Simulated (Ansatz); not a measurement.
# NiMoIrPdW (P3m1) in Ansatz: notebook

Aim: see how the results for NiMoIrPdW move with the level of theory and the settings. Levels: revPBE, PBE. Tasks: band structure, elastic constants.

Everything below comes from runs of Ansatz 0.2.0. Logs are shortened: lines on timing, memory, paths and dates and some standing lists are left out, and cuts for length are marked.

## (1) The crystal as given

It takes space group P3m1 (No. 156, trigonal). The conventional cell has a = 2.770 Å, b = 2.770 Å, c = 21.881 Å, α = 90.00°, β = 90.00°, γ = 120.00°. Ni (site symmetry 3m) has 9 Ni at 2.52 to 2.77 Å and 3 W at 2.57 Å as nearest neighbours. Ni (site symmetry 3m) has 9 Ni at 2.52 to 2.77 Å and 3 Ir at 2.62 Å as nearest neighbours. Mo (site symmetry 3m) is surrounded by 3 Ir at 2.76 Å and 6 Mo at 2.77 Å and 3 Pd at 2.80 Å. Around Mo (site symmetry 3m) lie 3 Ir at 2.66 Å and 6 Mo at 2.77 Å and 3 Pd at 2.82 Å. Around Pd (site symmetry 3m) lie 6 Pd at 2.77 Å and 3 W at 2.79 Å and 3 Mo at 2.80 Å. Pd (site symmetry 3m) has 6 Pd at 2.77 Å and 3 W at 2.80 Å and 3 Mo at 2.82 Å as nearest neighbours. Ir (site symmetry 3m) is surrounded by 3 Mo at 2.76 Å and 6 Ir at 2.77 Å and 3 W at 2.77 Å. Ir (site symmetry 3m) has 3 Ni at 2.62 Å and 3 Mo at 2.66 Å and 6 Ir at 2.77 Å as nearest neighbours.

The cell was built by a generator and needn't be a form met in nature.

## (2) Band structure, revPBE, collinear spin, ferromagnetic start

input.yaml

```yaml
crystal:
  lattice:
    - [2.77046, 0.0, 0.0]
    - [-1.38523, 2.39928, 0.0]
    - [0.0, 0.0, 21.88122]
  atoms:
    - { symbol: Ni, position: [0.33333, 0.66667, 0.04433], spin: 1.0 }
    - { symbol: Ni, position: [0.66667, 0.33333, 0.95562], spin: 1.0 }
    - { symbol: Mo, position: [0.66667, 0.33333, 0.3427], spin: 1.0 }
    - { symbol: Mo, position: [0.66667, 0.33333, 0.7632], spin: 1.0 }
    - { symbol: Pd, position: [0.33333, 0.66667, 0.44768] }
    - { symbol: Pd, position: [0.33333, 0.66667, 0.65723] }
    - { symbol: Ir, position: [0.33333, 0.66667, 0.23988], spin: 0.6 }
    - { symbol: Ir, position: [0.33333, 0.66667, 0.8605], spin: 0.6 }
    - { symbol: W, position: [0.66667, 0.33333, 0.13646] }
    - { symbol: W, position: [0.66667, 0.33333, 0.5524] }
hamiltonian:
  xc: revpbe
  pseudopotentials: { kind: paw }
magnetization:
  spin_polarized: true
kpoints:
  mp_grid: { grid: [11, 11, 2] }
  band_path:
    path:
      - [[0.0, 0.0, 0.0], [0.5, 0.0, 0.0], [0.3333333333, 0.3333333333, 0.0], [0.0, 0.0, 0.0], [0.0, 0.0, 0.5], [0.5, 0.0, 0.5], [0.3333333333, 0.3333333333, 0.5], [0.0, 0.0, 0.5]]
      - [[0.5, 0.0, 0.5], [0.5, 0.0, 0.0]]
      - [[0.3333333333, 0.3333333333, 0.0], [0.3333333333, 0.3333333333, 0.5]]
    npoints: 10
scf:
  occupations: { method: fermi_dirac, width: 0.05 }
  n_extra_bands: 25
output:
  forces: true
  stress: true
  eigenvalues: true
  fatbands: false
  write_density: true
  write_potential: true
  elf: true
  volumetric_format: npy
```

Potentials or basis: Ansatz PAW.

Command:

```bash
ansatz run input.yaml --threads 8 --pin off --max-ram 20480MiB --backend cpu --events-out ev --progress --plain --runs-dir out
```

The program printed:

```text
Warning: the atoms were moved onto the symmetric positions of the space group found under crystal.symmetry.tolerance 1.0e-5 (fractional; no operation is sought that the atoms, as they stand in a round, miss by more than twice it, and no atom is moved by as much as it), and the run uses the moved positions. Before a round's move an operation carried an atom to 2.77e-5 Å from where it should land, the largest such distance. Atom 0 (counting from 0) moved farthest, by 1.60e-5 Å; the longest move in fractions of the cell, of whichever atom, is 0.47 of the tolerance, in 1 round. To run the atoms as typed, lower crystal.symmetry.tolerance until the operations that they miss are no longer found, or set crystal.symmetry.detect: false (a key that needs symmetry detection or time reversal refuses this as the deck is read). The positions used, in the order of the run's atom list: position: [0.3333333333333333, 0.6666666666666666, 0.04433]; position: [0.6666666666666666, 0.3333333333333333, 0.95562]; position: [0.6666666666666666, 0.3333333333333333, 0.3427]; position: [0.6666666666666666, 0.3333333333333333, 0.7632]; position: [0.3333333333333333, 0.6666666666666666, 0.44768]; position: [0.3333333333333333, 0.6666666666666666, 0.65723]; position: [0.3333333333333333, 0.6666666666666666, 0.23988]; position: [0.3333333333333333, 0.6666666666666666, 0.8605]; position: [0.6666666666666666, 0.3333333333333333, 0.13646]; position: [0.6666666666666666, 0.3333333333333333, 0.5524]; The lattice was moved too: crystal.lattice keeps the space group found at crystal.symmetry.tolerance 1.0e-5 only nearly: the operation that it misses by the most changes a squared length by the fraction 6.31e-6. The run uses the lattice that is a stretch of the typed one, with no rotation, onto the one that keeps every operation to a double's rounding (on a very oblique basis the stretch itself rounds by more); the deck's lattice vector that moved farthest moved by 5.05e-6 Å. To run the lattice as typed, set crystal.symmetry.tolerance under 6.30e-6, the least fraction by which an operation that the lattice misses changes a squared length (the same key also sets how far an atom may lie from its image, so lowering it can lose operations that the atoms keep only within it), or set crystal.symmetry.detect: false, as for the atoms. crystal.lattice made exact, in Å and degrees: [[2.770454953865881, 0.0, 0.0], [-1.3852274769329405, 2.399284370088298, 0.0], [0.0, 0.0, 21.88122]]. Pasted over the deck's crystal.lattice, beside positions in fractional coordinates, it runs the same cell (given as lengths and angles, that cell in the form's own orientation, a rigid turn of the misfit's size from the one run here, for which a checkpoint.post_process_only pass over this run's state can be refused: where this run relaxes nothing, give such a pass this deck's own crystal.lattice, as typed; behind a relaxation, as crystal.lattice, the state's own cell, identity.cell in its checkpoint.json), and a matrix so pasted ends this notice, except on a very skew basis of the lattice, where the rounding of the pasted numbers themselves can read as a misfit: the cell is then moved again, and that move is told again. The lattice as run is in this notice's lattice.as_run_ang field (Run.prep()["deck_notices"] in Python, the deck_notice line of an events file, deck_notices of ansatz run --dry-run=json, or deck_notices in record.json in the deck's checkpoint.write directory).
Warning: RAYON_NUM_THREADS=8 ignored (pool sized by the plan → 8); use --threads N
scf.n_extra_bands = 25 over 81 filled bands (N_el = 162.0): the run solves 106 bands
Engine: ansatz 0.2.0, aarch64-unknown-linux-gnu
Pseudopotentials: kind: paw
Pseudopotential: Ni, paw, valence charge 18, recommended cutoff 420 eV (normal), Ni.paw.azcp
Pseudopotential: Mo, paw, valence charge 14, recommended cutoff 420 eV (normal), Mo.paw.azcp
Pseudopotential: Pd, paw, valence charge 18, recommended cutoff 420 eV (normal), Pd.paw.azcp
Pseudopotential: Ir, paw, valence charge 17, recommended cutoff 420 eV (normal), Ir.paw.azcp
Pseudopotential: W, paw, valence charge 14, recommended cutoff 420 eV (normal), W.paw.azcp
Functional definition: revPBE
  parameter kappa = 1.245
  parameter beta = 0.06672455060314922
  exchange = pbe_x(kappa = kappa, mu = beta*pi^2/3)
  correlation = pbe_c(beta = beta)
Crystal: 10 atoms, lattice volume = 145.447 Å³
Basis set: ecut = 420 eV, 2845 PW (Γ), exchange–correlation on 40×40×300 points (8 copies of the dense FFT grid, shifted against one another)
Bands: 106, of which v1, the nominal top of the filled ones, is band 81 counted from 1 (80 counted from 0)
Symmetry: 6 space group operations
Space group: P3m1 (ITA 156), of the structure as read, at distance tolerance 5.3e-5 Å
Magnetic group: BNS 156.49 (UNI 1279), of the structure as read, at distance tolerance 5.3e-5 Å
k-points: 32 of 242 (time reversal used)
Non-local potential: Ni, projectors of the file, l = 0: 3, l = 1: 2, l = 2: 3, l = 3: 1
Non-local potential: Mo, projectors of the file, l = 0: 3, l = 1: 2, l = 2: 2, l = 3: 1
Non-local potential: Pd, projectors of the file, l = 0: 2, l = 1: 2, l = 2: 2, l = 3: 1
Non-local potential: Ir, projectors of the file, l = 0: 3, l = 1: 2, l = 2: 2, l = 3: 1
[... 101 lines left out ...]
Free energy (F): -80242.771315 eV
Harris-Foulkes:  -80242.771315 eV  (|F-HF|=1.87e-8)
Internal energy: -80242.700930 eV  (E = F + TS)
E sigma→0 (E₀):  -80242.736122 eV
Entropy (-TS):   -0.070384 eV (-7.038 meV/atom)
Fermi energy:    21.195392 eV
--- Per-component energies (eV) ---
  E_band       = -1313.945734
  E_kinetic    = 4616.759536
  E_local      = -19256.532771  (includes V_loc(G=0)·N_el)
  E_nonlocal   = 2133.852906
  E_hartree    = 8039.621797
  E_xc         = -1944.728898
  E_vxc        = -2176.793918  (∫ρ·V_xc dr)
  E_paw        = -52800.587655  (= ΣΔE_a)
  E_vpaw       = -2710.491079  (= ΣTr[D̂ρ^β])
  E_aug_tail   = 0.001539  (compensation charges beyond the density's cutoff)
  E_ewald      = -21030.665525
  E_core_change = -0.421859  (= ΣΔE_core)
  E_smearing   = -0.070384  (= −TS)
  E_closure    = 0.000000  (closes the sum)
  Σ components = -80242.771315   (vs F -80242.771315, Δ=0.00e0)
--- Forces (eV/Å), atoms counted from 1 ---
  atom   1  Ni    -0.00000000     0.00000000    -0.01786234
  atom   2  Ni    -0.00000000     0.00000000    -0.00472533
  atom   3  Mo    -0.00000000     0.00000000    -0.08697031
  atom   4  Mo     0.00000000     0.00000000    -0.14251014
  atom   5  Pd    -0.00000000     0.00000000    -0.01136904
  atom   6  Pd     0.00000000     0.00000000     0.00906897
  atom   7  Ir     0.00000000     0.00000000    -0.00251897
  atom   8  Ir     0.00000000    -0.00000000     0.05654484
  atom   9  W     -0.00000000     0.00000000     0.18709797
  atom  10  W     -0.00000000     0.00000000     0.01324959
  max |Σ_I F_I| component: 5.25e-6 eV/Å
--- Stress (GPa, compression-positive) ---
        3.045447       0.000000      -0.000000
        0.000000       3.045447      -0.000000
       -0.000000      -0.000000       2.527695
  P = ⅓ Tr σ = 2.8729 GPa (28.729 kbar)
--- Band table (eV; the first three rows and the last of 64) ---
[... 4 lines left out ...]
```

Wall time 2.4 min (8 threads of Arm Neoverse V1, shared host); peak memory 2.1 GiB.

Results:

```
Free energy            : -80242.7713 eV
Pressure               : 2.9 GPa
Largest force          : 0.187 eV/Å
Band gap on the k mesh : none (metal or under the smearing width)
Net moment             : 0.00 μB per cell
Absolute moment        : 0.00 μB per cell
```

Forces on the atoms (eV/Å):
```
Ni   0.000  0.000 -0.018
Ni   0.000  0.000 -0.005
Mo   0.000  0.000 -0.087
Mo   0.000  0.000 -0.143
Pd   0.000  0.000 -0.011
Pd   0.000  0.000  0.009
Ir   0.000  0.000 -0.003
Ir   0.000  0.000  0.057
W    0.000  0.000  0.187
W    0.000  0.000  0.013
```

Stress tensor (GPa, compression positive):
```
3.05 0.00 0.00
0.00 3.05 0.00
0.00 0.00 2.53
```

Levels at the corners of the path, in eV from the Fermi level:
Spin up:
| point | band 75 | band 76 | band 77 | band 78 | band 79 | band 80 | band 81 | band 82 | band 83 | band 84 |
| --- | --- | --- | --- | --- | --- | --- | --- | --- | --- | --- |
| Γ | -1.52 | -1.52 | -1.37 | -1.03 | -1.03 | -0.64 | -0.64 | -0.61 | -0.39 | -0.33 |
| M | -0.42 | -0.23 | -0.15 | -0.07 | 0.46 | 0.95 | 0.99 | 1.33 | 1.38 | 1.57 |
| K | -0.51 | -0.46 | -0.26 | -0.17 | -0.06 | 0.28 | 0.32 | 0.38 | 0.82 | 0.93 |
| Γ | -1.52 | -1.52 | -1.37 | -1.03 | -1.03 | -0.64 | -0.64 | -0.61 | -0.39 | -0.33 |
| A | -1.52 | -1.40 | -1.39 | -1.11 | -1.03 | -1.03 | -0.66 | -0.66 | -0.30 | -0.30 |
| L | -0.49 | -0.42 | -0.23 | 0.31 | 0.69 | 0.87 | 0.96 | 0.98 | 1.40 | 1.56 |
| H | -0.52 | -0.45 | -0.26 | -0.06 | -0.05 | 0.16 | 0.28 | 0.32 | 0.93 | 1.03 |
| A | -1.52 | -1.40 | -1.39 | -1.11 | -1.03 | -1.03 | -0.66 | -0.66 | -0.30 | -0.30 |
| L | -0.49 | -0.42 | -0.23 | 0.31 | 0.69 | 0.87 | 0.96 | 0.98 | 1.40 | 1.56 |
| M | -0.42 | -0.23 | -0.15 | -0.07 | 0.46 | 0.95 | 0.99 | 1.33 | 1.38 | 1.57 |
| K | -0.51 | -0.46 | -0.26 | -0.17 | -0.06 | 0.28 | 0.32 | 0.38 | 0.82 | 0.93 |
| H | -0.52 | -0.45 | -0.26 | -0.06 | -0.05 | 0.16 | 0.28 | 0.32 | 0.93 | 1.03 |
Spin down:
| point | band 76 | band 77 | band 78 | band 79 | band 80 | band 81 | band 82 | band 83 |
| --- | --- | --- | --- | --- | --- | --- | --- | --- |
| Γ | -1.52 | -1.37 | -1.03 | -1.03 | -0.64 | -0.64 | -0.61 | -0.39 |
| M | -0.23 | -0.15 | -0.07 | 0.46 | 0.95 | 0.99 | 1.33 | 1.38 |
| K | -0.46 | -0.26 | -0.17 | -0.06 | 0.28 | 0.32 | 0.38 | 0.82 |
| Γ | -1.52 | -1.37 | -1.03 | -1.03 | -0.64 | -0.64 | -0.61 | -0.39 |
| A | -1.40 | -1.39 | -1.11 | -1.03 | -1.03 | -0.66 | -0.66 | -0.30 |
| L | -0.42 | -0.23 | 0.31 | 0.69 | 0.87 | 0.96 | 0.98 | 1.40 |
| H | -0.45 | -0.26 | -0.06 | -0.05 | 0.16 | 0.28 | 0.32 | 0.93 |
| A | -1.40 | -1.39 | -1.11 | -1.03 | -1.03 | -0.66 | -0.66 | -0.30 |
| L | -0.42 | -0.23 | 0.31 | 0.69 | 0.87 | 0.96 | 0.98 | 1.40 |
| M | -0.23 | -0.15 | -0.07 | 0.46 | 0.95 | 0.99 | 1.33 | 1.38 |
| K | -0.46 | -0.26 | -0.17 | -0.06 | 0.28 | 0.32 | 0.38 | 0.82 |
| H | -0.45 | -0.26 | -0.06 | -0.05 | 0.16 | 0.28 | 0.32 | 0.93 |

Caveat: spin-orbit coupling is left out, which moves the levels of the heavy elements; the PAW data sets come from PBE, with cores solved anew for the run's functional, which leaves a small shift of forces and pressure; the starting moments weren't kept.

## (3) Elastic constants, PBE, collinear spin, ferromagnetic start

Edit input.yaml of step 2 so:

```diff
@@ -17,3 +17,3 @@
 hamiltonian:
-  xc: revpbe
+  xc: pbe
   pseudopotentials: { kind: paw }
@@ -22,12 +22,5 @@
 kpoints:
-  mp_grid: { grid: [11, 11, 2] }
-  band_path:
-    path:
-      - [[0.0, 0.0, 0.0], [0.5, 0.0, 0.0], [0.3333333333, 0.3333333333, 0.0], [0.0, 0.0, 0.0], [0.0, 0.0, 0.5], [0.5, 0.0, 0.5], [0.3333333333, 0.3333333333, 0.5], [0.0, 0.0, 0.5]]
-      - [[0.5, 0.0, 0.5], [0.5, 0.0, 0.0]]
-      - [[0.3333333333, 0.3333333333, 0.0], [0.3333333333, 0.3333333333, 0.5]]
-    npoints: 10
+  mp_grid: { grid: [7, 7, 1] }
 scf:
   occupations: { method: fermi_dirac, width: 0.05 }
-  n_extra_bands: 25
 output:
@@ -35,7 +28,4 @@
   stress: true
-  eigenvalues: true
-  fatbands: false
-  write_density: true
-  write_potential: true
-  elf: true
-  volumetric_format: npy
+elastic:
+  mode: relaxed_ion
+  stencil: two_point
```

Potentials or basis: Ansatz PAW.

Command:

```bash
ansatz run input.yaml --threads 8 --pin off --max-ram 20480MiB --backend cpu --events-out ev --progress --plain --runs-dir out
```

Run time: 6.6 min. Hardware: 8 threads of Arm Neoverse V1, shared host; peak memory 1.3 GiB.

The run converged. Its results:

```
Free energy            : -80177.5238 eV
Pressure               : 0.1 GPa
Band gap on the k mesh : none (metal or under the smearing width)
Net moment             : 1.00 μB per cell
Absolute moment        : 1.16 μB per cell
Site moments           : Ni +0.32, +0.63; Mo -0.00, -0.01; Pd -0.00, +0.01; Ir -0.00, +0.06; W +0.02, -0.00 μB
Voigt bulk modulus     : 250 GPa
```

Stress tensor (GPa, compression positive):
```
 0.21  0.00  0.00
 0.00  0.21  0.00
 0.00  0.00 -0.17
```

Levels at points of the mesh, in eV from the Fermi level:
Spin up:
```
           k point  band 80  band 81  band 82  band 83  band 84  band 85
(0.00, 0.00, 0.00)    -0.90    -0.90    -0.69    -0.41    -0.41    -0.41
```
Spin down:
| k point | band 77 | band 78 | band 79 | band 80 | band 81 | band 82 | band 83 | band 84 | band 85 | band 86 |
| --- | --- | --- | --- | --- | --- | --- | --- | --- | --- | --- |
| (0.00, 0.00, 0.00) | -1.20 | -0.90 | -0.90 | -0.61 | -0.57 | -0.57 | -0.40 | -0.36 | -0.36 | -0.08 |

Elastic tensor in Voigt notation (GPa, in the Cartesian axes of the cell as first typed):
```
409 224 133  -2   0   0
224 409 133   2   0   0
132 132 452   0   0   0
 -2   2   0 104   0   0
  0   0   0   0 104  -2
  0   0   0   0  -2  93
```

Caveat: the k mesh is coarse (spacing up to 0.37 Å⁻¹), so the values aren't converged; elastic constants of metals need much finer meshes, so these are rough.

## (4) Band structure, PBE, collinear spin, ferromagnetic start

Edit input.yaml of step 3 so:

```diff
@@ -22,5 +22,12 @@
 kpoints:
-  mp_grid: { grid: [7, 7, 1] }
+  mp_grid: { grid: [11, 11, 2] }
+  band_path:
+    path:
+      - [[0.0, 0.0, 0.0], [0.5, 0.0, 0.0], [0.3333333333, 0.3333333333, 0.0], [0.0, 0.0, 0.0], [0.0, 0.0, 0.5], [0.5, 0.0, 0.5], [0.3333333333, 0.3333333333, 0.5], [0.0, 0.0, 0.5]]
+      - [[0.5, 0.0, 0.5], [0.5, 0.0, 0.0]]
+      - [[0.3333333333, 0.3333333333, 0.0], [0.3333333333, 0.3333333333, 0.5]]
+    npoints: 10
 scf:
   occupations: { method: fermi_dirac, width: 0.05 }
+  n_extra_bands: 25
 output:
@@ -28,4 +35,3 @@
   stress: true
-elastic:
-  mode: relaxed_ion
-  stencil: two_point
+  eigenvalues: true
+  fatbands: false
```

Command:

```bash
ansatz run input.yaml --threads 8 --pin off --max-ram 20480MiB --backend cpu --events-out ev --progress --plain --runs-dir out
```

Run time: 2.5 min. Hardware: 8 threads of Arm Neoverse V1, shared host; peak memory 2.1 GiB.

It converged, with:

```yaml
Free_energy: -80177.4487 eV
Pressure: -0.1 GPa
Largest_force: 0.149 eV/Å
Band_gap_on_the_k_mesh: none (metal or under the smearing width)
Net_moment: 0.00 μB per cell
Absolute_moment: 0.00 μB per cell
```

Forces in eV/Å, atoms in the order of the input:
```
Ni   0.000  0.000 -0.010
Ni   0.000  0.000  0.001
Mo   0.000  0.000 -0.080
Mo   0.000  0.000 -0.135
Pd   0.000  0.000 -0.009
Pd   0.000  0.000  0.005
Ir   0.000  0.000 -0.005
Ir   0.000  0.000  0.070
W    0.000  0.000  0.149
W    0.000  0.000  0.012
```

Stress tensor (GPa, compression positive):
```
 0.19  0.00  0.00
 0.00  0.19  0.00
 0.00  0.00 -0.58
```

Levels at the corners of the path, in eV from the Fermi level:
Spin up:
```tsv
point	band 77	band 78	band 79	band 80	band 81	band 82
Γ	-1.37	-1.03	-1.03	-0.65	-0.65	-0.61
M	-0.15	-0.07	0.46	0.95	0.99	1.33
K	-0.26	-0.17	-0.06	0.28	0.32	0.38
Γ	-1.37	-1.03	-1.03	-0.65	-0.65	-0.61
A	-1.39	-1.11	-1.03	-1.03	-0.66	-0.66
L	-0.23	0.31	0.69	0.87	0.96	0.98
H	-0.26	-0.06	-0.05	0.16	0.28	0.32
A	-1.39	-1.11	-1.03	-1.03	-0.66	-0.66
L	-0.23	0.31	0.69	0.87	0.96	0.98
M	-0.15	-0.07	0.46	0.95	0.99	1.33
K	-0.26	-0.17	-0.06	0.28	0.32	0.38
H	-0.26	-0.06	-0.05	0.16	0.28	0.32
```
Spin down:
| point | band 75 | band 76 | band 77 | band 78 | band 79 | band 80 | band 81 | band 82 | band 83 | band 84 |
| --- | --- | --- | --- | --- | --- | --- | --- | --- | --- | --- |
| Γ | -1.52 | -1.52 | -1.37 | -1.03 | -1.03 | -0.65 | -0.65 | -0.61 | -0.39 | -0.33 |
| M | -0.42 | -0.23 | -0.15 | -0.07 | 0.46 | 0.95 | 0.99 | 1.33 | 1.38 | 1.57 |
| K | -0.51 | -0.46 | -0.26 | -0.17 | -0.06 | 0.28 | 0.32 | 0.38 | 0.82 | 0.93 |
| Γ | -1.52 | -1.52 | -1.37 | -1.03 | -1.03 | -0.65 | -0.65 | -0.61 | -0.39 | -0.33 |
| A | -1.52 | -1.40 | -1.39 | -1.11 | -1.03 | -1.03 | -0.66 | -0.66 | -0.30 | -0.30 |
| L | -0.49 | -0.42 | -0.23 | 0.31 | 0.69 | 0.87 | 0.96 | 0.98 | 1.40 | 1.57 |
| H | -0.52 | -0.45 | -0.26 | -0.06 | -0.05 | 0.16 | 0.28 | 0.32 | 0.93 | 1.03 |
| A | -1.52 | -1.40 | -1.39 | -1.11 | -1.03 | -1.03 | -0.66 | -0.66 | -0.30 | -0.30 |
| L | -0.49 | -0.42 | -0.23 | 0.31 | 0.69 | 0.87 | 0.96 | 0.98 | 1.40 | 1.57 |
| M | -0.42 | -0.23 | -0.15 | -0.07 | 0.46 | 0.95 | 0.99 | 1.33 | 1.38 | 1.57 |
| K | -0.51 | -0.46 | -0.26 | -0.17 | -0.06 | 0.28 | 0.32 | 0.38 | 0.82 | 0.93 |
| H | -0.52 | -0.45 | -0.26 | -0.06 | -0.05 | 0.16 | 0.28 | 0.32 | 0.93 | 1.03 |

Caveat: spin-orbit coupling is left out, which moves the levels of the heavy elements; the starting moments weren't kept.

## (5) Summary

| task | level | k mesh | points for each segment of the path | atoms under strain | mesh quality | gap on the mesh (eV) | pressure (GPa) | moment (μB) | largest force (eV/Å) |
| --- | --- | --- | --- | --- | --- | --- | --- | --- | --- |
| band structure | revPBE | 11 × 11 × 2 | 10 | - | not flagged | none | 2.9 | 0.00 | 0.19 |
| elastic constants | PBE | 7 × 7 × 1 | - | relaxed | coarse | none | 0.1 | 1.00 | - |
| band structure | PBE | 11 × 11 × 2 | 10 | - | not flagged | none | -0.1 | 0.00 | 0.15 |

Alike in all rows: potentials or basis Ansatz PAW; spin collinear, ferromagnetic start; cell as given; cutoff (eV) 420; smearing fermi-dirac 0.05 eV.

Caveats: some runs use coarse meshes; spin-orbit coupling is left out, which moves the levels of the heavy elements (some runs); the starting moments weren't kept (some runs); the PAW data sets come from PBE, with cores solved anew for the run's functional, which leaves a small shift of forces and pressure (some runs); elastic constants of metals need much finer meshes, so these are rough (some runs).

Absolute energies hang on the potentials; compare differences alone.
